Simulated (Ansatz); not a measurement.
# HfIn4SiO6 (P1) in Ansatz: a series of runs

One crystal, HfIn4SiO6, is run at these levels: PBE+U; tasks: projected density of states.

All numbers are computed with Ansatz 0.2.0; they aren't measurements. Logs are shortened: lines on timing, memory, paths and dates and some standing lists are left out, and cuts for length are marked.

## Step 1: The structure

The typed cell holds 12 atoms: a = 5.699 Å, b = 6.149 Å, c = 7.308 Å, α = 98.49°, β = 111.85°, γ = 96.55°.

The cell was built by a generator and needn't be a form met in nature.

## Step 2: Projected density of states, PBE+U

Input file input:

```
crystal:
  lattice:
    - [5.69867, 0.00381, 0.01559]
    - [-0.70506, 6.10815, -0.00575]
    - [-2.73718, -1.39557, 6.63076]
  atoms:
    - { symbol: Hf, position: [0.11793, 0.01556, 0.13292] }
    - { symbol: In, position: [0.38842, 0.99901, 0.72891] }
    - { symbol: In, position: [0.75865, 0.00842, 0.49586] }
    - { symbol: In, position: [0.23461, 0.48841, 0.533] }
    - { symbol: In, position: [0.59649, 0.48211, 0.20528] }
    - { symbol: Si, position: [0.86778, 0.44029, 0.85544] }
    - { symbol: O, position: [0.55316, 0.38738, 0.7929] }
    - { symbol: O, position: [0.93454, 0.38483, 0.65596] }
    - { symbol: O, position: [0.98414, 0.26218, 0.00347] }
    - { symbol: O, position: [0.99083, 0.69806, 0.98452] }
    - { symbol: O, position: [0.08665, 0.06493, 0.39374] }
    - { symbol: O, position: [0.4868, 0.10883, 0.21799] }
hamiltonian:
  xc: pbe
  pseudopotentials: { kind: paw }
  hubbard: { sites: [{ species: Hf, l: d, u_eff: 4.0 }] }
kpoints:
  mp_grid: { grid: [5, 5, 4] }
scf:
  occupations: { method: fermi_dirac, width: 0.05 }
  n_extra_bands: 30
output:
  forces: true
  stress: true
  eigenvalues: true
  dos: { projected: true, de: 0.05, nscf_kmesh: { grid: [8, 8, 6] } }
```

Potentials or basis: Ansatz PAW.

The program printed:

```text
Hf: projections on atomic orbitals take those of the free atom [Kr 4d10] 4f14 5s2 5p6 5d2 6s2, of charge +0.00 (hamiltonian.pseudopotentials.projection_atoms); the dataset's partial waves leave at most 4.9e-5 of an orbital's norm unspanned inside its sphere
In: projections on atomic orbitals take those of the free atom [Kr] 4d10 5s2 5p1, of charge +0.00 (hamiltonian.pseudopotentials.projection_atoms); the dataset's partial waves leave at most 3.8e-6 of an orbital's norm unspanned inside its sphere
Si: projections on atomic orbitals take those of the free atom [Ne] 3s2 3p2, of charge +0.00 (hamiltonian.pseudopotentials.projection_atoms); the dataset's partial waves leave at most 6.1e-8 of an orbital's norm unspanned inside its sphere
O: projections on atomic orbitals take those of the free atom [He] 2s2 2p4, of charge +0.00 (hamiltonian.pseudopotentials.projection_atoms); the dataset's partial waves leave at most 1.9e-8 of an orbital's norm unspanned inside its sphere
scf.n_extra_bands = 30 over 59 filled bands (N_el = 118.0): the run solves 89 bands
GPUs: using 1 of 1 available (devices: 1).
Engine: ansatz 0.2.0, x86_64-unknown-linux-gnu
Pseudopotentials: kind: paw
Pseudopotential: Hf, paw, valence charge 26, recommended cutoff 420 eV (normal), Hf.paw.azcp
Pseudopotential: In, paw, valence charge 13, recommended cutoff 420 eV (normal), In.paw.azcp
Pseudopotential: Si, paw, valence charge 4, recommended cutoff 420 eV (normal), Si.paw.azcp
Pseudopotential: O, paw, valence charge 6, recommended cutoff 420 eV (normal), O.paw.azcp
Functional definition: PBE
  parameter kappa = 0.804
  parameter beta = 0.06672455060314922
  exchange = pbe_x(kappa = kappa, mu = beta*pi^2/3)
  correlation = pbe_c(beta = beta)
device memory: the entry about to start is reckoned to put 4.7 GiB on a device that reports 69.4 GiB free (of which the cap on the GPU budget leaves the run 18.0 GiB)
GPU FFT provider: cuFFT
GPU libraries: cuBLAS 13.8.2, cuFFT 12.4.0, cuSOLVER 12.3.4
Crystal: 12 atoms, lattice volume = 231.054 Å³
Basis set: ecut = 420 eV, 4531 PW (Γ), exchange–correlation on 80×90×100 points (8 copies of the dense FFT grid, shifted against one another)
Bands: 89, of which v1, the nominal top of the filled ones, is band 59 counted from 1 (58 counted from 0)
Symmetry: 1 space group operations
Space group: P1 (ITA 1), of the structure as read, at distance tolerance 6.1e-5 Å
k-points: 51 of 100 (time reversal used)
Non-local potential: Hf, projectors of the file, l = 0: 3, l = 1: 2, l = 2: 2, l = 3: 3
Non-local potential: In, projectors of the file, l = 0: 2, l = 1: 2, l = 2: 2, l = 3: 2
Non-local potential: Si, projectors of the file, l = 0: 2, l = 1: 2, l = 2: 2
Non-local potential: O, projectors of the file, l = 0: 2, l = 1: 2, l = 2: 1
PAW form: soft (Blöchl's): semilocal exchange-correlation on the pseudo side does not see the compensation charge
PAW one-centre angular grid: Hf, 590 points (default); XC on 64 Gauss nodes
PAW one-centre angular grid: In, 590 points (default); XC on 64 Gauss nodes
PAW one-centre angular grid: Si, 110 points (default); XC on 64 Gauss nodes
PAW one-centre angular grid: O, 110 points (default); XC on 64 Gauss nodes
Initial density: superposition of atomic densities (chi_scale 0.1, normalization cell, long waves of neutral atoms under a Hubbard term (reshape's long-wave potential 0.27 eV rms, cloud 2.41 Å wide))
Initial wavefunctions: pseudopotential atomic-orbital guess
GPU buffer pool allocated for 90000 grid points (all kernels)
GPU transforms: local potential and band sums: pruned to the plane-wave sphere, on 40×45×50
Functional: x = pbe(κ = 0.804, μ = 0.2195149727645171), c = pbe(β = 0.06672455060314922)
SCF iter   1: F=—  HF=-42160.919769 eV  |F-HF|=—  |Δ(HF+E_count)|=         —  Δρ=6.27e-2  dr2=1.55e1  ethr=3.10e-3  ⟨swp⟩=6.0  Hψ=19665  notcnv=0  defer=334
preconditioner: auto → Resta (q_TF=auto, 2.439 Å⁻¹)  ε∞=3.0  [insulator: Δε(μ)=0.863 eV  Ē_g=18.053 eV  σ=0.050 eV  W_gap=1.00  n_scr=56 (ndim 8)  ℏωp=25.6 eV  f_vac=0.015  D(μ)=0.00/eV (n_scr^D=0)  ε∞_Penn≈3.0]
SCF iter   2: F=—  HF=-42157.258630 eV  |F-HF|=—  |Δ(HF+E_count)|=    3.66e0  Δρ=2.67e-2  dr2=1.89e0  ethr=3.10e-3  ⟨swp⟩=3.0  Hψ=8896  notcnv=0  defer=1175
SCF iter   3: F=—  HF=-42156.849513 eV  |F-HF|=—  |Δ(HF+E_count)|=   4.09e-1  Δρ=1.65e-2  dr2=4.91e-1  ethr=1.61e-3  ⟨swp⟩=2.0  Hψ=6568  notcnv=0  defer=1177
SCF iter   4: F=—  HF=-42156.797823 eV  |F-HF|=—  |Δ(HF+E_count)|=   5.17e-2  Δρ=5.73e-3  dr2=8.23e-2  ethr=4.16e-4  ⟨swp⟩=2.6  Hψ=7679  notcnv=0  defer=1179
SCF iter   5: F=—  HF=-42156.821175 eV  |F-HF|=—  |Δ(HF+E_count)|=   2.34e-2  Δρ=4.36e-3  dr2=4.15e-2  ethr=6.97e-5  ⟨swp⟩=2.0  Hψ=7561  notcnv=0  defer=1193
SCF iter   6: F=—  HF=-42156.815052 eV  |F-HF|=—  |Δ(HF+E_count)|=   6.12e-3  Δρ=8.65e-4  dr2=1.80e-3  ethr=3.52e-5  ⟨swp⟩=2.2  Hψ=6315  notcnv=0  defer=1186
SCF iter   7: F=—  HF=-42156.816298 eV  |F-HF|=—  |Δ(HF+E_count)|=   1.25e-3  Δρ=3.83e-4  dr2=3.38e-4  ethr=1.53e-6  ⟨swp⟩=2.0  Hψ=6435  notcnv=0  defer=1186
SCF iter   8: F=—  HF=-42156.815699 eV  |F-HF|=—  |Δ(HF+E_count)|=   5.99e-4  Δρ=1.98e-4  dr2=1.05e-4  ethr=2.87e-7  ⟨swp⟩=2.0  Hψ=6362  notcnv=0  defer=1186
SCF iter   9: F=—  HF=-42156.815690 eV  |F-HF|=—  |Δ(HF+E_count)|=   8.14e-6  Δρ=7.41e-5  dr2=1.34e-5  ethr=8.88e-8  ⟨swp⟩=2.0  Hψ=6160  notcnv=0  defer=1186
SCF iter  10: F=—  HF=-42156.816100 eV  |F-HF|=—  |Δ(HF+E_count)|=   4.09e-4  Δρ=4.47e-5  dr2=4.39e-6  ethr=1.13e-8  ⟨swp⟩=2.0  Hψ=7052  notcnv=0  defer=1186
SCF iter  11: F=—  HF=-42156.816100 eV  |F-HF|=—  |Δ(HF+E_count)|=   5.21e-7  Δρ=1.26e-5  dr2=4.03e-7  ethr=3.72e-9  ⟨swp⟩=2.0  Hψ=6103  notcnv=0  defer=1186
SCF iter  12: F=—  HF=-42156.816101 eV  |F-HF|=—  |Δ(HF+E_count)|=   5.82e-7  Δρ=6.77e-6  dr2=1.17e-7  ethr=8.47e-11  ⟨swp⟩=13.0  Hψ=27443  notcnv=0
SCF iter  13: F=-42156.816101 eV  HF=-42156.816101 eV  |F-HF|=4.21e-8  |Δ(HF+E_count)|=   8.34e-8  Δρ=4.98e-6  dr2=5.40e-8  ethr=8.47e-11  ⟨swp⟩=4.7  Hψ=14567  notcnv=0
SCF 1 converged in 13 iterations: F = -42156.816101 eV  dr2 = 5.40e-8
device memory: the entry about to start is reckoned to put 4.6 GiB on a device that reports 61.3 GiB free (of which the cap on the GPU budget leaves the run 18.0 GiB)
NSCF: frozen V_eff on 196 k-points
SCF converged after 13 iterations
Free energy (F): -42156.816101 eV
Harris-Foulkes:  -42156.816101 eV  (|F-HF|=4.21e-8)
Internal energy: -42156.816086 eV  (E = F + TS)
E sigma→0 (E₀):  -42156.816094 eV
Entropy (-TS):   -0.000014 eV (-0.001 meV/atom)
Fermi energy:    8.052372 eV
--- Per-component energies (eV) ---
  E_band       = -571.003906
  E_kinetic    = 2480.024414
  E_local      = -15675.776147  (includes V_loc(G=0)·N_el)
  E_nonlocal   = 536.338143
  E_hartree    = 6674.344501
  E_xc         = -1661.055880
  E_vxc        = -1275.648719  (∫ρ·V_xc dr)
  E_hubbard    = 3.234149  (on-site DFT+U / exact-exchange correction)
  E_vhub       = 2.383885  (the Hubbard potential's part of the band-sum identity)
  E_paw        = -24996.683774  (= ΣΔE_a)
  E_vpaw       = 12.972523  (= ΣTr[D̂ρ^β])
  E_aug_tail   = 0.014901  (compensation charges beyond the density's cutoff)
  E_ewald      = -9517.256393
  E_smearing   = -0.000014  (= −TS)
  E_closure    = 0.000000  (closes the sum)
  Σ components = -42156.816101   (vs F -42156.816101, Δ=0.00e0)
--- Forces (eV/Å), atoms counted from 1 ---
  atom   1  Hf    -0.13836695    -0.20856142    -0.19918874
  atom   2  In     0.01559437     0.03374143    -0.06505059
  atom   3  In     0.03338606     0.05578496    -0.04324719
  atom   4  In    -0.02134761    -0.03156438     0.03272946
  atom   5  In     0.01491342    -0.04421256     0.00418879
  atom   6  Si     0.04461434     0.00048819     0.13240748
  atom   7  O     -0.02982904     0.00119601    -0.02211303
  atom   8  O      0.00668766    -0.00059339    -0.01920534
  atom   9  O     -0.12968395     0.35925115    -0.19421816
  atom  10  O     -0.03090069    -0.33715599    -0.20982157
  atom  11  O     -0.21411171     0.01642074     0.42530860
  atom  12  O      0.44924202     0.15528066     0.15819789
  max |Σ_I F_I| component: 1.98e-4 eV/Å
--- Stress (GPa, compression-positive) ---
        0.733963       0.041073      -0.024938
        0.041073       0.545460       0.091212
       -0.024939       0.091212       0.754798
  P = ⅓ Tr σ = 0.6781 GPa (6.781 kbar)
--- Band table (eV; the first three rows and the last of 51) ---
  k-point 0: bands = ["-55.4495", "-24.3222", "-24.2904", "-24.2655", "-12.5346", "-11.2830", "-11.1602", "-11.0970", "-10.6333", "-10.3989", "-6.6700", "-6.6510", "-6.6095", "-6.5998", "-6.5649", "-6.5580", "-6.5356", "-6.5206", "-6.4885", "-6.4531", "-6.3116", "-6.2993", "-6.2835", "-6.2648", "-6.2420", "-6.2220", "-6.1953", "-6.1691", "-6.1355", "-6.1095", "-5.3237", "-5.3230", "-5.3140", "-5.3002", "-5.2886", "-5.2767", "-5.2746", "-0.9449", "0.9337", "1.1939", "1.5696", "1.7099", "2.4556", "2.5966", "2.6418", "3.0177", "3.1550", "3.2361", "3.4028", "3.7615", "3.8223", "4.0808", "4.2600", "4.4516", "4.6612", "4.9871", "5.7168", "7.0390", "7.6028", "8.7894", "9.7594", "9.8275", "10.8245", "11.0198", "11.3223", "11.7892", "12.1128", "12.2916", "12.5086", "12.6674", "12.9381", "12.9707", "13.1674", "13.6660", "14.6831", "14.8213", "15.2180", "15.4714", "15.8597", "16.1729", "16.7432", "17.4535", "17.6300", "17.8388", "18.0066", "18.1250", "18.7339", "19.1702", "19.4717"]
  k-point 1: bands = ["-55.4495", "-24.3222", "-24.2904", "-24.2655", "-12.5276", "-11.3047", "-11.1600", "-11.0988", "-10.6154", "-10.3994", "-6.6675", "-6.6515", "-6.6089", "-6.5966", "-6.5682", "-6.5636", "-6.5301", "-6.5191", "-6.4885", "-6.4543", "-6.3113", "-6.2998", "-6.2838", "-6.2662", "-6.2424", "-6.2224", "-6.1949", "-6.1706", "-6.1334", "-6.1097", "-5.3247", "-5.3234", "-5.3134", "-5.3002", "-5.2887", "-5.2776", "-5.2754", "-0.9493", "0.9491", "1.1221", "1.6014", "1.7680", "2.1504", "2.5886", "2.8590", "3.0100", "3.1312", "3.2507", "3.5312", "3.6945", "3.9081", "4.1249", "4.3092", "4.5154", "4.7374", "4.9591", "5.5122", "6.9844", "7.5676", "8.8808", "9.5346", "9.9648", "10.6191", "11.0243", "11.3942", "11.7181", "12.0286", "12.3361", "12.3809", "12.5560", "12.8850", "13.1326", "13.5602", "13.9907", "14.3343", "14.9174", "15.2637", "15.5055", "15.8243", "16.2465", "16.7148", "17.1087", "17.4375", "17.7854", "18.0541", "18.4118", "18.7558", "19.0667", "19.3352"]
  k-point 2: bands = ["-55.4495", "-24.3222", "-24.2903", "-24.2655", "-12.5204", "-11.3260", "-11.1599", "-11.1002", "-10.5982", "-10.3999", "-6.6651", "-6.6517", "-6.6086", "-6.5906", "-6.5764", "-6.5648", "-6.5262", "-6.5174", "-6.4885", "-6.4557", "-6.3109", "-6.3005", "-6.2840", "-6.2678", "-6.2429", "-6.2228", "-6.1946", "-6.1719", "-6.1315", "-6.1098", "-5.3258", "-5.3235", "-5.3128", "-5.3002", "-5.2887", "-5.2793", "-5.2754", "-0.9540", "0.9775", "1.0537", "1.6299", "1.7925", "2.0462", "2.5181", "2.8856", "2.9664", "3.1776", "3.3294", "3.5813", "3.7184", "3.9933", "4.1482", "4.3637", "4.5488", "4.9365", "4.9750", "5.1589", "6.9616", "7.4518", "9.0011", "9.4698", "10.0445", "10.3412", "11.1032", "11.5403", "11.6544", "11.9599", "12.1802", "12.2667", "12.4357", "12.8295", "13.3892", "13.6886", "14.1441", "14.4441", "15.1185", "15.3395", "15.6275", "15.7665", "16.0412", "16.5511", "17.1496", "17.4519", "17.6583", "17.9718", "18.4170", "18.6664", "18.8728", "19.3877"]
  k-point 50: bands = ["-55.4495", "-24.3225", "-24.2907", "-24.2655", "-12.4675", "-11.3487", "-11.1589", "-11.1308", "-10.5647", "-10.4412", "-6.6648", "-6.6505", "-6.6088", "-6.5957", "-6.5742", "-6.5515", "-6.5357", "-6.5139", "-6.4878", "-6.4616", "-6.3090", "-6.3018", "-6.2843", "-6.2665", "-6.2550", "-6.2245", "-6.1934", "-6.1802", "-6.1559", "-6.1121", "-5.3231", "-5.3212", "-5.3112", "-5.3002", "-5.2887", "-5.2853", "-5.2654", "-0.6800", "0.9102", "1.0864", "1.5027", "1.6142", "1.9635", "2.2791", "2.7965", "3.0318", "3.2163", "3.4459", "3.6616", "3.8149", "3.9220", "4.3004", "4.4896", "4.6308", "4.8030", "4.9516", "5.3687", "6.5997", "6.7357", "9.4814", "9.6438", "10.0776", "10.2684", "11.0713", "11.5583", "11.9271", "12.1479", "12.2999", "12.6684", "12.7814", "13.2000", "13.7394", "13.9416", "14.1672", "14.4433", "14.6573", "15.3765", "15.5099", "15.9670", "16.1536", "16.8138", "17.0362", "17.2849", "17.5888", "17.8510", "18.1223", "18.4658", "18.7551", "18.9797"]
Occupation matrices written to <dir>
```

Wall time 34 s (1 × NVIDIA H100 80GB HBM3 with 2 threads of AMD EPYC 7R13 (Zen 3), shared host); peak memory 2.7 GiB.

Results:

- Free energy: -42156.8161 eV
- Pressure: 0.7 GPa
- Largest force: 0.501 eV/Å
- Band gap on the k mesh: 0.86 eV, indirect (least direct gap 1.19 eV)

Forces on the atoms (eV/Å):
```
Hf  -0.138 -0.209 -0.199
In   0.016  0.034 -0.065
In   0.033  0.056 -0.043
In  -0.021 -0.032  0.033
In   0.015 -0.044  0.004
Si   0.045  0.000  0.132
O   -0.030  0.001 -0.022
O    0.007 -0.001 -0.019
O   -0.130  0.359 -0.194
O   -0.031 -0.337 -0.210
O   -0.214  0.016  0.425
O    0.449  0.155  0.158
```

Levels at points of the mesh, in eV from the valence-band top:
| k point | band 56 | band 57 | band 58 | band 59 | band 60 | band 61 | band 62 | band 63 |
| --- | --- | --- | --- | --- | --- | --- | --- | --- |
| (0.00, 0.00, 0.00) | -2.62 | -1.89 | -0.56 | 0.00 | 1.19 | 2.16 | 2.22 | 3.22 |
| (0.00, 0.00, -0.50) | -2.63 | -2.44 | -0.64 | -0.15 | 1.40 | 1.87 | 2.44 | 2.74 |

States per cell in windows of 0.5 eV (zero at the valence-band top; states under -8 eV left out):
```csv
from (eV),total,O 2p,In 5p,Hf 5d,In 5s,Si 3p,O 2s
-8.0,0.00,0.00,0.00,0.00,0.00,0.00,0.00
-7.5,0.22,0.12,0.01,0.01,0.04,0.02,0.00
-7.0,3.23,1.98,0.16,0.14,0.57,0.27,0.04
-6.5,2.72,1.63,0.16,0.13,0.53,0.15,0.04
-6.0,3.58,2.15,0.29,0.15,0.67,0.18,0.06
-5.5,2.24,1.35,0.22,0.10,0.41,0.06,0.04
-5.0,3.85,2.78,0.39,0.27,0.19,0.07,0.05
-4.5,5.34,4.27,0.40,0.30,0.13,0.05,0.04
-4.0,4.93,4.08,0.29,0.22,0.14,0.03,0.04
-3.5,5.15,4.33,0.26,0.15,0.28,0.02,0.03
-3.0,4.13,3.41,0.28,0.05,0.29,0.01,0.03
-2.5,2.05,1.08,0.33,0.03,0.54,0.01,0.02
-2.0,0.56,0.26,0.08,0.01,0.20,0.00,0.01
-1.5,1.43,0.40,0.39,0.02,0.56,0.01,0.03
-1.0,1.66,0.44,0.42,0.02,0.72,0.01,0.02
-0.5,0.91,0.19,0.25,0.01,0.43,0.00,0.01
0.0,0.00,0.00,0.00,0.00,0.00,0.00,0.00
0.5,0.06,0.01,0.04,0.00,0.00,0.00,0.01
1.0,1.50,0.14,1.04,0.03,0.12,0.00,0.09
1.5,1.82,0.18,1.31,0.04,0.12,0.01,0.08
2.0,1.94,0.20,1.40,0.06,0.12,0.01,0.07
2.5,2.38,0.26,1.62,0.12,0.17,0.02,0.09
3.0,1.89,0.18,1.05,0.18,0.29,0.02,0.05
3.5,2.29,0.20,1.14,0.44,0.25,0.04,0.07
4.0,3.53,0.37,0.77,1.75,0.12,0.09,0.09
4.5,4.57,0.53,1.15,1.90,0.16,0.10,0.14
5.0,3.19,0.32,1.20,0.83,0.15,0.10,0.13
5.5,3.23,0.31,1.36,0.67,0.14,0.11,0.12
6.0,2.71,0.24,1.26,0.40,0.12,0.07,0.10
6.5,2.50,0.19,1.20,0.23,0.07,0.10,0.08
7.0,2.33,0.17,1.03,0.15,0.05,0.17,0.07
7.5,2.65,0.20,0.93,0.12,0.05,0.30,0.07
```

Eigenvalues of the final occupation matrices:
```
  site  spin  trace               eigenvalues
site 1     1   1.02  0.17 0.17 0.21 0.23 0.24
```

Caveat: odd divisions of the mesh miss points on the zone boundary, where band edges often lie, so the gap on the mesh can be too wide; the pressure holds a Pulay correction of +0.3 GPa for the finite cutoff; spin-orbit coupling is left out, which moves the levels of the heavy elements. A k mesh can miss the band edges.

(Continued in part 2 of 2.)
